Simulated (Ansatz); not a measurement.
# AlAsH5N: one structure at several levels

How do the functionals fare away from a minimum? The structure is a structure displaced at random from a GFN2-xTB minimum.

Method: single points in def2-TZVPP; program: Ansatz 0.2.0, Gaussian basis.

Cores are frozen in the correlated methods. Filled d shells of the heavier atoms are correlated.

## 1. The starting structure

SMILES `[NH2][AlH][AsH2]`, 8 atoms, charge 0, spin multiplicity 1.

Atoms are counted from 1 here; the program's logs count them from 0.

Bond lengths: N1–Al2 1.796 Å, N1–H4 0.935 Å, N1–H5 1.017 Å, Al2–As3 2.546 Å, Al2–H6 1.398 Å, As3–H7 1.409 Å, As3–H8 1.431 Å. Angles: Al2–N1–H4 131.1°, Al2–N1–H5 120.8°, H4–N1–H5 108.1°, N1–Al2–As3 122.8°, N1–Al2–H6 117.8°, As3–Al2–H6 118.2°, Al2–As3–H7 86.5°, Al2–As3–H8 75.2°, H7–As3–H8 89.4°.

Geometry (Å):

```mol
AlAsH5N
  3D, bonds by distance, orders not assigned

  8  7  0  0  0  0  0  0  0  0999 V2000
   -1.1784    0.9837   -0.7923 N   0  0
    0.3420    0.5245    0.0462 Al  0  0
    1.2829   -1.8410   -0.0040 As  0  0
   -1.8346    0.4611   -1.2050 H   0  0
   -1.4369    1.9614   -0.9023 H   0  0
    0.8788    1.4292    0.9666 H   0  0
    1.9552   -1.5068    1.1886 H   0  0
    0.0600   -1.9483    0.7322 H   0  0
  1  2  8  0
  1  4  8  0
  1  5  8  0
  2  3  8  0
  2  6  8  0
  3  7  8  0
  3  8  8  0
M  END
```

## 2. CCSD(T)/def2-TZVPP

run/in.yaml

```yaml
crystal:
  periodic: [false, false, false]
  atoms:
    - {symbol: N, position_ang: [-1.178400, 0.983700, -0.792300]}
    - {symbol: Al, position_ang: [0.342000, 0.524500, 0.046200]}
    - {symbol: As, position_ang: [1.282900, -1.841000, -0.004000]}
    - {symbol: H, position_ang: [-1.834600, 0.461100, -1.205000]}
    - {symbol: H, position_ang: [-1.436900, 1.961400, -0.902300]}
    - {symbol: H, position_ang: [0.878800, 1.429200, 0.966600]}
    - {symbol: H, position_ang: [1.955200, -1.506800, 1.188600]}
    - {symbol: H, position_ang: [0.060000, -1.948300, 0.732200]}
basis:
  gaussian: {orbitals: def2-TZVPP}
correlation: {method: ccsd_t}
output: {forces: true}
```

No record of the launch command was kept for these runs.

## 3. PBE0-D4/def2-TZVPP

run/in.yaml, as its differences from that of step 2:

```diff
@@ -13,3 +13,3 @@
   gaussian: {orbitals: def2-TZVPP}
-correlation: {method: ccsd_t}
-output: {forces: true}
+hamiltonian: {xc: pbe0, dispersion: d4}
+output: {forces: true, orbitals: {seedname: orbitals}}
```

## 4. wB97M-V/def2-TZVPP

run/in.yaml, as its differences from that of step 3:

```diff
@@ -13,3 +13,3 @@
   gaussian: {orbitals: def2-TZVPP}
-hamiltonian: {xc: pbe0, dispersion: d4}
-output: {forces: true, orbitals: {seedname: orbitals}}
+hamiltonian: {xc: {name: wB97M-V}}
+output: {forces: true}
```

## 5. r2SCAN-D4/def2-TZVPP

run/in.yaml, as its differences from that of step 4:

```diff
@@ -13,3 +13,3 @@
   gaussian: {orbitals: def2-TZVPP}
-hamiltonian: {xc: {name: wB97M-V}}
+hamiltonian: {xc: r2scan, dispersion: d4}
 output: {forces: true}
```

## 6. PBE-D4/def2-TZVPP

run/in.yaml, as its differences from that of step 5:

```diff
@@ -13,3 +13,3 @@
   gaussian: {orbitals: def2-TZVPP}
-hamiltonian: {xc: r2scan, dispersion: d4}
+hamiltonian: {xc: pbe, dispersion: d4}
 output: {forces: true}
```

## 7. BLYP-D4/def2-TZVPP

run/in.yaml, as its differences from that of step 6:

```diff
@@ -13,3 +13,3 @@
   gaussian: {orbitals: def2-TZVPP}
-hamiltonian: {xc: pbe, dispersion: d4}
+hamiltonian: {xc: {name: BLYP}, dispersion: d4}
 output: {forces: true}
```

## 8. HSE06-D4/def2-TZVPP

run/in.yaml, as its differences from that of step 7:

```diff
@@ -13,3 +13,3 @@
   gaussian: {orbitals: def2-TZVPP}
-hamiltonian: {xc: {name: BLYP}, dispersion: d4}
+hamiltonian: {xc: hse06, dispersion: d4}
 output: {forces: true}
```

(Steps that only read results are left out.)

Before running it: what results should come out? Wanted: energy less free atoms, CCSD(T)/def2-TZVPP; RMS force component; RMS force error; HOMO and LUMO, PBE0-D4; T1 diagnostic.

As calculated:

```
                                  quantity                                                                                            value
energy less free atoms, CCSD(T)/def2-TZVPP                                                                                   -2121.8 kJ/mol
                       RMS force component                                                             1.910 to 2.025 eV/Å over the methods
                           RMS force error  PBE0-D4 0.065, wB97M-V 0.042, r2SCAN-D4 0.046, PBE-D4 0.179, BLYP-D4 0.183, HSE06-D4 0.066 eV/Å
                    HOMO and LUMO, PBE0-D4                                                                               -6.90 and -0.73 eV
                             T1 diagnostic                                                                                            0.011
```

**Reading.** Against CCSD(T) the functionals' energies less atoms differ by -76.5 to -37.6 kJ/mol, PBE-D4 by -72.6 kJ/mol. CCSD(T) in triple zeta still lacks some correlation energy of the bonds, so part of these gaps is its own basis error and they don't rank the functionals. The forces of wB97M-V come nearest to CCSD(T), those of BLYP-D4 are farthest. Frozen-core CCSD(T) forces in triple zeta carry basis errors of their own, and this is one geometry, so small gaps rank nothing.
